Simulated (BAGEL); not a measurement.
# C2H5BClF (SMILES BC(F)CCl), step by step

Aim: a single-point energy (HF/def2-SV(P)), then the energy (NEVPT2(2,2)/def2-SV(P)), then a single-point energy (CASPT2(2,2)/def2-SV(P)) of C2H5BClF. 

The results are computed with BAGEL 1.2.2.

## (1) Starting point

The species is C2H5BClF (10 atoms), meant as a singlet with charge 0. SMILES: `BC(F)CCl`. The C4–H10 distance was set to 1.743 Å, away from the relaxed value. At this shape a bond of the SMILES string is far longer than usual.

Bond lengths: B1–C2 1.558 Å, C2–F3 1.386 Å, C2–C4 1.509 Å, C4–Cl5 1.782 Å, B1–H6 1.192 Å, B1–H7 1.195 Å, C2–H8 1.109 Å, C4–H9 1.090 Å. Some angles: B1–C2–F3 113.9°, B1–C2–C4 115.3°, F3–C2–C4 109.7°, C2–C4–Cl5 112.6°, B1–C2–H8 102.6°, F3–C2–H8 107.0°, C4–C2–H8 107.5°, C2–B1–H6 120.8°, C2–B1–H7 118.2°, C2–C4–H9 110.7°. A long bond or contact: C4–H10 1.743 Å.

## (2) The energy at HF/def2-SV(P) (density fitting with svp-jkfit) (run 1)

calc.json reads:

```json
{ "bagel" : [

{
  "title" : "molecule",
  "basis" : "def2-sv_p_.json",
  "df_basis" : "svp-jkfit",
  "angstrom" : "true",
  "geometry" : [
    { "atom" : "B", "xyz" : [   -1.125901,   -0.998439,    0.276618 ] },
    { "atom" : "C", "xyz" : [    0.362199,   -0.783539,    0.684318 ] },
    { "atom" : "F", "xyz" : [    0.703599,   -1.367039,    1.893818 ] },
    { "atom" : "C", "xyz" : [    0.838599,    0.648161,    0.657818 ] },
    { "atom" : "Cl", "xyz" : [    2.611999,    0.781061,    0.764118 ] },
    { "atom" : "H", "xyz" : [   -1.827001,   -1.737539,    0.894718 ] },
    { "atom" : "H", "xyz" : [   -1.524101,   -0.459039,   -0.712782 ] },
    { "atom" : "H", "xyz" : [    0.911799,   -1.332939,   -0.107282 ] },
    { "atom" : "H", "xyz" : [    0.431799,    1.205061,    1.501518 ] },
    { "atom" : "H", "xyz" : [    0.349800,    1.412800,   -0.829700 ] }
  ]
},
{ "title" : "hf" },
{ "title" : "print", "file" : "orbitals.molden", "orbitals" : "true" }

]}
```

The basis set def2-SV(P) is read from a file made from the Basis Set Exchange's data (not shown).

Run with:

```console
$ BAGEL_NUM_THREADS=1 BAGEL calc.json > calc.out
```

Output:

```text
* using 1 threads per process

  ===============================================================
  ===============================================================

  *** Geometry ***

  { "atom" : "B", "xyz" : [     -2.127645,     -1.886776,      0.522732 ] },
  { "atom" : "C", "xyz" : [      0.684457,     -1.480674,      1.293174 ] },
  { "atom" : "F", "xyz" : [      1.329609,     -2.583329,      3.578797 ] },
  { "atom" : "C", "xyz" : [      1.584722,      1.224847,      1.243096 ] },
  { "atom" : "Cl", "xyz" : [      4.935963,      1.475991,      1.443974 ] },
  { "atom" : "H", "xyz" : [     -3.452532,     -3.283473,      1.690772 ] },
  { "atom" : "H", "xyz" : [     -2.880133,     -0.867458,     -1.346963 ] },
  { "atom" : "H", "xyz" : [      1.723050,     -2.518890,     -0.202734 ] },
  { "atom" : "H", "xyz" : [      0.815982,      2.277235,      2.837458 ] },
  { "atom" : "H", "xyz" : [      0.661026,      2.669805,     -1.567906 ] },

  Number of auxiliary basis functions:      520

  Since a DF basis is specified, we compute 2- and 3-index integrals:
    o Being stored without compression. Storage requirement is 0.029 GB

  Number of basis functions:       84
  Number of electrons      :       48

    * METHOD: MOLECULE                             0.27

  *** RHF ***

  === Nuclear Repulsion ===
   206.3438314116

      * DIIS with orbital gradients will be used.

  === RHF iteration (def2-sv_p_.json) ===
      0       -661.66817029          0.01372394           0.07
      1       -661.78319330          0.00710435           0.07
      2       -661.81100336          0.00182047           0.07
      3       -661.81369301          0.00038664           0.07
      4       -661.81382161          0.00013694           0.07
      5       -661.81384229          0.00004779           0.07
      6       -661.81384511          0.00001946           0.07
      7       -661.81384553          0.00000527           0.07
      8       -661.81384556          0.00000218           0.07
      9       -661.81384556          0.00000096           0.07
     10       -661.81384556          0.00000036           0.07
     11       -661.81384556          0.00000016           0.07
     12       -661.81384556          0.00000007           0.07
     13       -661.81384556          0.00000003           0.07
     14       -661.81384556          0.00000001           0.07
     15       -661.81384556          0.00000001           0.07
    * SCF iteration converged.

    * Permanent dipole moment:
           (    0.742092,    -0.149907,     0.514071) a.u.

    * METHOD: HF                                   1.32

    * METHOD: PRINT                                0.02

  ===============================================================
```

Wall time 1.7 s (1 thread of Arm Neoverse V1, shared host).

## (3) A single-point energy at NEVPT2(2,2)/def2-SV(P) (density fitting with svp-jkfit) (run 2)

input.json reads:

```json
{ "bagel" : [

{
  "title" : "molecule",
  "basis" : "def2-sv_p_.json",
  "df_basis" : "svp-jkfit",
  "angstrom" : true,
  "geometry" : [
    { "atom" : "B", "xyz" : [      -1.125901,      -0.998439,       0.276618 ] },
    { "atom" : "C", "xyz" : [       0.362199,      -0.783539,       0.684318 ] },
    { "atom" : "F", "xyz" : [       0.703599,      -1.367039,       1.893818 ] },
    { "atom" : "C", "xyz" : [       0.838599,       0.648161,       0.657818 ] },
    { "atom" : "Cl", "xyz" : [       2.611999,       0.781061,       0.764118 ] },
    { "atom" : "H", "xyz" : [      -1.827001,      -1.737539,       0.894718 ] },
    { "atom" : "H", "xyz" : [      -1.524101,      -0.459039,      -0.712782 ] },
    { "atom" : "H", "xyz" : [       0.911799,      -1.332939,      -0.107282 ] },
    { "atom" : "H", "xyz" : [       0.431799,       1.205061,       1.501518 ] },
    { "atom" : "H", "xyz" : [       0.349800,       1.412800,      -0.829700 ] }
  ]
},

{ "title" : "hf" },

{ "title" : "casscf", "nstate" : 1, "nact" : 2, "nclosed" : 23, "active" : [24, 26], "maxiter" : 200, "natocc" : true },

{ "title" : "nevpt2", "nstate" : 1, "nact" : 2, "nclosed" : 23, "active" : [24, 26], "maxiter" : 200, "natocc" : true, "ncore" : 9 },

{ "title" : "print", "file" : "orbitals.molden", "orbitals" : true }

]}
```

The basis set def2-SV(P) is read from a file made from the Basis Set Exchange's data (not shown).

Run with:

```console
$ BAGEL_NUM_THREADS=1 BAGEL input.json > input.out
```

Output:

```text
* using 1 threads per process

  ===============================================================
  ===============================================================

  *** Geometry ***

  { "atom" : "B", "xyz" : [     -2.127645,     -1.886776,      0.522732 ] },
  { "atom" : "C", "xyz" : [      0.684457,     -1.480674,      1.293174 ] },
  { "atom" : "F", "xyz" : [      1.329609,     -2.583329,      3.578797 ] },
[... 6 lines of this table left out ...]
  { "atom" : "H", "xyz" : [      0.661026,      2.669805,     -1.567906 ] },

  Number of auxiliary basis functions:      520

  Since a DF basis is specified, we compute 2- and 3-index integrals:
    o Being stored without compression. Storage requirement is 0.029 GB

  Number of basis functions:       84
  Number of electrons      :       48

    * METHOD: MOLECULE                             0.27

  *** RHF ***

  === Nuclear Repulsion ===
   206.3438314116

      * DIIS with orbital gradients will be used.

  === RHF iteration (def2-sv_p_.json) ===
      0       -661.66817029          0.01372394           0.07
      1       -661.78319330          0.00710435           0.07
      2       -661.81100336          0.00182047           0.07
[... 12 lines of this table left out ...]
     15       -661.81384556          0.00000001           0.07
    * SCF iteration converged.

    * Permanent dipole moment:
           (    0.742092,    -0.149907,     0.514071) a.u.

    * METHOD: HF                                   1.29

  ---------------------------
      CASSCF calculation
  ---------------------------

    ==== Active orbitals : =====
         Orbital 24
         Orbital 26
    ============================

    * nstate   :      1
    * nclosed  :     23
    * nact     :      2
    * nvirt    :     59
  === CASSCF iteration (def2-sv_p_.json) ===

    * Using the second-order algorithm

      0  0      -661.82014671     1.07e-03      0.02

      1  0      -661.84979977     2.03e-03      0.35
[... 19 lines of this table left out ...]
     11  0      -661.85529409     2.67e-09      0.30

    * Second-order optimization converged. *

     guess   0:   closed 1.                   open ..

  === FCI iteration ===

      0  0      -661.81185879     8.55e-02      0.00
      1  0      -661.85528675     9.72e-04      0.00
      2  0 *    -661.85529409     7.12e-16      0.00

     * ci vector, state   0, <S^2> = 0.0000
       2.     0.9692017164
       .2    -0.2462682135

    * METHOD: CASSCF                               4.14

    * freezing 9 orbitals

  === DF-NEVPT2 calculation ===

    * 3-index integral transformation done
    * assembly done

      NEVPT2 correlation energy:   -0.6211641754      0.21

          (+0)     -0.5679929904
          (+0)'    -0.0146110017
          (+1)     -0.0103207110
          (+1)'    -0.0000000000
          (+2)     -0.0002855556
          (-1)     -0.0257142078
          (-1)'     0.0000000000
          (-2)     -0.0022397090

      NEVPT2 total energy:       -662.4764582639

    * METHOD: NEVPT2                               0.34

    * METHOD: PRINT                                0.02

  ===============================================================
```

It took 6.3 s on 1 thread of Arm Neoverse V1, shared host.

## (4) A single-point energy at CASPT2(2,2)/def2-SV(P) (density fitting with svp-jkfit) (run 3)

job.json reads:

```json
{ "bagel": [

{
  "title": "molecule",
  "basis": "def2-sv_p_.json",
  "df_basis": "svp-jkfit",
  "angstrom": true,
  "geometry": [
    { "atom": "B", "xyz": [      -1.125901,      -0.998439,       0.276618 ] },
    { "atom": "C", "xyz": [       0.362199,      -0.783539,       0.684318 ] },
    { "atom": "F", "xyz": [       0.703599,      -1.367039,       1.893818 ] },
    { "atom": "C", "xyz": [       0.838599,       0.648161,       0.657818 ] },
    { "atom": "Cl", "xyz": [       2.611999,       0.781061,       0.764118 ] },
    { "atom": "H", "xyz": [      -1.827001,      -1.737539,       0.894718 ] },
    { "atom": "H", "xyz": [      -1.524101,      -0.459039,      -0.712782 ] },
    { "atom": "H", "xyz": [       0.911799,      -1.332939,      -0.107282 ] },
    { "atom": "H", "xyz": [       0.431799,       1.205061,       1.501518 ] },
    { "atom": "H", "xyz": [       0.349800,       1.412800,      -0.829700 ] }
  ]
},

{ "title": "hf" },

{ "title": "casscf", "nstate": 1, "nact": 2, "nclosed": 23, "active": [24, 26], "maxiter": 200, "natocc": true },

{ "title": "print", "file": "orbitals.molden", "orbitals": true },

{ "title": "smith", "method": "caspt2", "ms": true, "xms": true, "sssr": true, "shift": 0.2, "shift_imag": true, "ncore": 9 }

]}
```

The basis set def2-SV(P) is read from a file made from the Basis Set Exchange's data (not shown).

Run with:

```console
$ BAGEL_NUM_THREADS=1 BAGEL job.json > job.out
```

Output:

```text
* using 1 threads per process

  ===============================================================
  ===============================================================

  *** Geometry ***

  { "atom" : "B", "xyz" : [     -2.127645,     -1.886776,      0.522732 ] },
  { "atom" : "C", "xyz" : [      0.684457,     -1.480674,      1.293174 ] },
  { "atom" : "F", "xyz" : [      1.329609,     -2.583329,      3.578797 ] },
[... 6 lines of this table left out ...]
  { "atom" : "H", "xyz" : [      0.661026,      2.669805,     -1.567906 ] },

  Number of auxiliary basis functions:      520

  Since a DF basis is specified, we compute 2- and 3-index integrals:
    o Being stored without compression. Storage requirement is 0.029 GB

  Number of basis functions:       84
  Number of electrons      :       48

    * METHOD: MOLECULE                             0.27

  *** RHF ***

  === Nuclear Repulsion ===
   206.3438314116

      * DIIS with orbital gradients will be used.

[... 6 lines left out ...]
    * SCF iteration converged.
[... 1 line left out ...]
    * Permanent dipole moment:
[... 27 lines left out ...]
    * Second-order optimization converged. *
[... 9 lines left out ...]
     * ci vector, state   0, <S^2> = 0.0000
[... 16 lines left out ...]
    * Zeroth order energy : state  0       -0.8141652510

    * CASPT2 iteration is performed using orthogonal basis

      -------------------------------------------  CASPT2 iteration  ---------------------------------------------------
       #      aibj      arbs      arbi      airj      risj      airs      arst      rist         Etot      error   time
      ------------------------------------------------------------------------------------------------------------------

       0  -0.56651  -0.00280  -0.02683  -0.01110  -0.00042  -0.01343  -0.00000  -0.00000   -0.6210886  0.0009551   0.11
       1  -0.56663  -0.00282  -0.02690  -0.01122  -0.00044  -0.01363  -0.00000  -0.00000   -0.6216351  0.0001389   0.09
       2  -0.56663  -0.00282  -0.02689  -0.01122  -0.00044  -0.01364  -0.00000  -0.00000   -0.6216480  0.0000261   0.09
       3  -0.56663  -0.00283  -0.02690  -0.01122  -0.00044  -0.01364  -0.00000  -0.00000   -0.6216484  0.0000054   0.10
       4  -0.56663  -0.00283  -0.02690  -0.01122  -0.00044  -0.01364   0.00000  -0.00000   -0.6216484  0.0000010   0.10

      ------------------------------------------------------------------------------------------------------------------

    * CASPT2 energy : state  0     -662.4797947286
        w/o shift correction       -662.4769424886
        reference weight              0.8373357157

    * METHOD: SMITH                                0.75

  ===============================================================
```

Wall time 6.9 s (1 thread of Arm Neoverse V1, shared host); peak memory 0.22 GiB.

## (5) Summary of results

```
                                   quantity          value
         run 1, HF/def2-SV(P): total energy  -661.81385 Eh
        run 1, HF/def2-SV(P): dipole moment         2.33 D
          run 1, HF/def2-SV(P): HOMO energy      -11.02 eV
          run 1, HF/def2-SV(P): LUMO energy        1.62 eV
        run 1, HF/def2-SV(P): HOMO–LUMO gap       12.64 eV
run 2, NEVPT2(2,2)/def2-SV(P): total energy  -662.47646 Eh
run 3, CASPT2(2,2)/def2-SV(P): total energy  -662.47979 Eh
```
